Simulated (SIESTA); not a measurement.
Crystal: Al3Pd2.

```
Pd Al
1.0
     4.21215    0.00000    0.00000
    -2.10608    3.64783    0.00000
     0.00000    0.00000    5.17238
Pd Al
2 3
Direct
  0.66667 0.33333 0.84313
  0.33333 0.66667 0.15687
  0.66667 0.33333 0.35507
  0.33333 0.66667 0.64493
  0.00000 0.00000 0.00000
```

The cell comes from a database or a generator and needn't be the stable form of this composition.

- Program: SIESTA 5.4.2
- Task: single point
- Functional: PBEsol
- Potentials or basis: PseudoDojo 0.4 standard (PBEsol files)
- Basis: DZP (energy shift 0.003 Ry; two zetas on semicore shells)
- Grid cutoff: 800 Ry
- Energy shift: 0.003 Ry
- k mesh: 7 × 7 × 5
- Occupations: fermi-dirac, width 0.05 eV
- Spin: no spin polarisation

On this cell: pressure -0.3 GPa; largest force 0.043 eV/Å; band gap on the k mesh none (metal or under the smearing width).

The same run follows on a disturbed copy (atoms moved at random, drawn with an rms of 0.05 Å):

```
Pd Al
1.0
     4.21215    0.00000    0.00000
    -2.10608    3.64783    0.00000
     0.00000    0.00000    5.17238
Pd Al
2 3
Cartesian
  2.1158 1.1976 4.3881
  0.0490 2.4393 0.7887
  2.1544 1.1940 1.8388
  0.0035 2.4238 3.3612
  0.0176 -0.0322 -0.0011
```

**Question.** What changes?

**Answer.** The energy (extrapolated to zero smearing) moves by +4.6 meV/atom; pressure 0.0 GPa; largest force 0.566 eV/Å; band gap on the k mesh none (metal or under the smearing width).

Forces in eV/Å, atoms in the order of the input:
```
Pd   0.095  0.018 -0.268
Pd  -0.225 -0.284  0.434
Al  -0.098  0.080  0.097
Al   0.099 -0.069 -0.287
Al   0.130  0.256  0.023
```

Stress tensor (GPa, compression positive):
```
 0.34  0.30 -0.45
 0.30  0.71 -0.12
-0.45 -0.12 -1.07
```

Caveats: the basis of atomic orbitals isn't converged, which shifts pressures, moduli and gaps.
